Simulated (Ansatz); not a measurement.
# InCl₂O radical: up Jacob's ladder to CCSD(T)

Aim: compute InCl₂O radical with functionals from several rungs and with coupled cluster, and see how far each lands from CCSD(T) at the basis-set limit for the atomisation energy.

The runs use Ansatz 0.2.0, Gaussian basis; functionals in def2-TZVPP, the program's frozen cores in correlated methods.

Plan: LDA (SPW92), PBE-D4, revPBE-D4, BLYP-D4, r2SCAN-D4, B97M-V, PBE0-D4, B3LYP-D4, r2SCANh-D4, r2SCAN0-D4, HSE06-D4, BHLYP-D4, CAM-B3LYP-D4, LC-ωPBE, ωB97X-V, ωB97M-V, B2PLYP, PBE-QIDH; CCSD(T)/def2-SVP; CCSD(T)/def2-TZVPP; MP2/def2-QZVPP; extrapolation to the limit; RPA on PBE.

## Step 1: Structure used throughout

An earlier PBE0-D4 in a triple-zeta def2 set relaxation fixed the geometry. In takes the def2 core potential; no spin-orbit term is included.

SMILES `[O][In]([Cl])[Cl]`, 4 atoms, charge 0, spin multiplicity 2.

Atoms are counted from 1 here; the program's logs count them from 0.

Bond lengths: O1–In2 1.989 Å, In2–Cl3 2.293 Å, In2–Cl4 2.293 Å. Angles: O1–In2–Cl3 119.2°, O1–In2–Cl4 119.2°, Cl3–In2–Cl4 121.6°.

Geometry (Å):

```xyz
4

O     0.6063    1.0140    1.6676
In    0.0317    0.0160    0.0454
Cl    0.7416   -2.1450   -0.2482
Cl   -1.3241    1.0547   -1.4852
```

## Step 2: LDA

This LDA is Slater exchange with PW92 correlation.

in.yaml

```yaml
crystal:
  periodic: [false, false, false]
  atoms:
    - {symbol: O, position_ang: [0.606268, 1.013990, 1.667626]}
    - {symbol: In, position_ang: [0.031729, 0.015988, 0.045413]}
    - {symbol: Cl, position_ang: [0.741646, -2.144973, -0.248183]}
    - {symbol: Cl, position_ang: [-1.324144, 1.054695, -1.485156]}
basis:
  gaussian: {orbitals: def2-TZVPP}
magnetization: {spin_polarized: true, initial_magnetization: 1}
hamiltonian: {xc: lda}
output: {orbitals: {seedname: orbitals}}
```

Further steps of the session: PBE-D4 (GGA); revPBE-D4 (GGA); BLYP-D4 (GGA); r2SCAN-D4 (meta-GGA); B97M-V (meta-GGA); PBE0-D4 (hybrid); B3LYP-D4 (hybrid); r2SCANh-D4 (hybrid); r2SCAN0-D4 (hybrid); HSE06-D4 (hybrid); BHLYP-D4 (hybrid); CAM-B3LYP-D4 (range-separated); LC-ωPBE-D4 (range-separated); ωB97X-V (range-separated); ωB97M-V (range-separated); B2PLYP (double hybrid); PBE-QIDH (double hybrid); CCSD(T) in def2-SVP; CCSD(T) in def2-TZVPP; MP2 in def2-QZVPP; RPA on PBE orbitals.

**Question.** What will the summary of the whole plan be? Wanted: atomisation energy, CCSD(T)/CBS; farthest beyond LDA; mean size of error, GGA; mean size of error, meta-GGA; mean size of error, hybrid; mean size of error, range-separated; mean size of error, double hybrid; gap, smallest and largest; T1 diagnostic.

The runs gave:

| quantity | value |
| --- | --- |
| atomisation energy, CCSD(T)/CBS | 920.5 kJ/mol |
| functionals within 9.2 kJ/mol (1.0 %) | PBE0-D4, r2SCANh-D4, HSE06-D4, LC-ωPBE, ωB97M-V |
| farthest beyond LDA | BHLYP-D4 (-76.4 kJ/mol) |
| mean size of error, GGA | 25.6 kJ/mol |
| mean size of error, meta-GGA | 22.0 kJ/mol |
| mean size of error, hybrid | 26.3 kJ/mol |
| mean size of error, range-separated | 9.8 kJ/mol |
| mean size of error, double hybrid | 29.3 kJ/mol |
| gap, smallest and largest | 0.33 eV (LDA (SPW92)), 10.31 eV (LC-ωPBE) |
| T1 diagnostic | 0.0154 |
| triples share of the correlation energy | 3.7 % |

LDA overbinds by 175.1 kJ/mol (19 %). PBE-D4 misses by +25.5 kJ/mol. Double hybrids carry the basis error of their MP2 part in triple zeta, and no dispersion term here, so their miss is partly the set-up's. Taken by rung, range-separated functionals do best (9.8 kJ/mol on average) and double hybrid ones worst beyond LDA (29.3 kJ/mol). RPA and LDA stand outside this count. The reference freezes the cores and leaves out spin-orbit coupling and excitations past (T), and its outer-core shells are covered unevenly, so misses under about 9.2 kJ/mol can't be ranked. All levels share the lack of spin-orbit coupling, which lowers the free heavy atoms and so the true binding. Hartree-Fock recovers 65 % of the binding; the rest is correlation. CCSD(T) in def2-SVP is off by -114.8 kJ/mol, worse than the median functional, from the basis alone. The gap grows from 0.3 to 10.3 eV across the functionals, mostly with the share of exact exchange. Correlated methods include outer-core shells of In, which these sets cover unevenly.
